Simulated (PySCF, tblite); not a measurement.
# C₅H₁₅AlS: geometry, infrared bands and NMR shifts

What infrared bands and NMR shifts should C₅H₁₅AlS (`CC(C)C[S@@+](C)[AlH3-]`) show?

The runs use tblite 0.8.0 and PySCF 2.14.0, with density-fitted response routines of our own; the level of theory stands in each step. All values are computed, except where a source is named. Atoms count from 0, in the outputs and in this text.

## 1. Starting geometry

22 atoms, charge 0, multiplicity 1; geometry from: force field or distance geometry start.

Bonds of the start (Å): C0–C1 1.52, C1–C2 1.54, C1–C3 1.54, C3–S4 1.80, S4–C5 1.78, S4–Al6 2.24, C0–H7 1.11, C0–H8 1.11, C0–H9 1.12, C1–H10 1.11, C2–H11 1.12, C2–H12 1.13, C2–H13 1.10, C3–H14 1.10, C3–H15 1.11, C5–H16 1.10, C5–H17 1.11, C5–H18 1.12, Al6–H19 1.60, Al6–H20 1.61, Al6–H21 1.59.

## 2. Relaxing the molecule with GFN2-xTB

What the job is given:

```
{"job": {"kind": "relax", "xc": "GFN2-xTB", "basis": "xTB"}, "charge": 0, "multiplicity": 1}
C     -2.139600     1.525000    -0.612200
C     -1.158200     0.718000     0.214300
C     -1.896800    -0.119800     1.277900
C     -0.298300    -0.172900    -0.702600
S      1.061200    -0.933900     0.196300
C      1.794700    -2.200400    -0.818500
Al     2.611600     0.594300     0.706500
H     -1.598500     2.171900    -1.335300
H     -2.831300     0.852000    -1.166400
H     -2.753000     2.191300     0.050400
H     -0.492700     1.430500     0.751100
H     -2.573100    -0.864300     0.786500
H     -2.530500     0.549000     1.924800
H     -1.187600    -0.651400     1.932600
H      0.126200     0.432900    -1.520900
H     -0.927700    -0.979900    -1.129300
H      1.039300    -2.966000    -1.054500
H      2.182700    -1.758000    -1.755800
H      2.636100    -2.668900    -0.255700
H      4.057800     0.047200     0.299700
H      2.568200     0.875100     2.286400
H      2.299100     1.947700    -0.076100
```

Started as:

```bash
OMP_NUM_THREADS=1 python probes_run.py task.json out
```

The driver reads the jobs from task.json and runs them one after another.

**Question.** This job is followed by: GFN2-xTB harmonic vibrations, gas phase; GIAO PBE0/pcSseg-1 NMR shielding, non-relativistic, gas phase. Predict these results of the whole session: strongest single infrared mode (GFN2-xTB); zero-point energy (GFN2-xTB); 13C shifts against TMS (PBE0/pcSseg-1); 1H shifts against TMS (PBE0/pcSseg-1, means over atoms taken as alike); 33S shifts against CS2 (PBE0/pcSseg-1); 27Al shifts against AlH4- (PBE0/pcSseg-1).

The runs gave:

```
                                                              quantity                                         value
                             strongest single infrared mode (GFN2-xTB)                          756 cm⁻¹, 422 km/mol
                                          zero-point energy (GFN2-xTB)                                112.1 kcal/mol
                                13C shifts against TMS (PBE0/pcSseg-1)              55.3, 32.3, 27.5, 24.3, 22.5 ppm
1H shifts against TMS (PBE0/pcSseg-1, means over atoms taken as alike)  4.07, 2.89, 2.64, 2.37, 2.03, 1.03, 1.02 ppm
                                33S shifts against CS2 (PBE0/pcSseg-1)                                       -97 ppm
                             27Al shifts against AlH4- (PBE0/pcSseg-1)                                      78.3 ppm
```

What this shows: Over 147 steps the energy fell by 0.939 eV; of the close pairs, S4–Al6 changed most, 2.236 to 2.461 Å. All 60 modes are real, so the xTB geometry is a minimum. The strongest single mode, at 756 cm⁻¹, has its largest shares on H20, H21 and H19 (the list is cut at 3 atoms). GFN2-xTB is a fitted tight-binding method: band positions and strengths are rough. Its intensities can rank the bands wrongly. At PBE0/pcSseg-1: The largest span, 331 ppm, is at S4, where the paramagnetic term is -460 ppm.
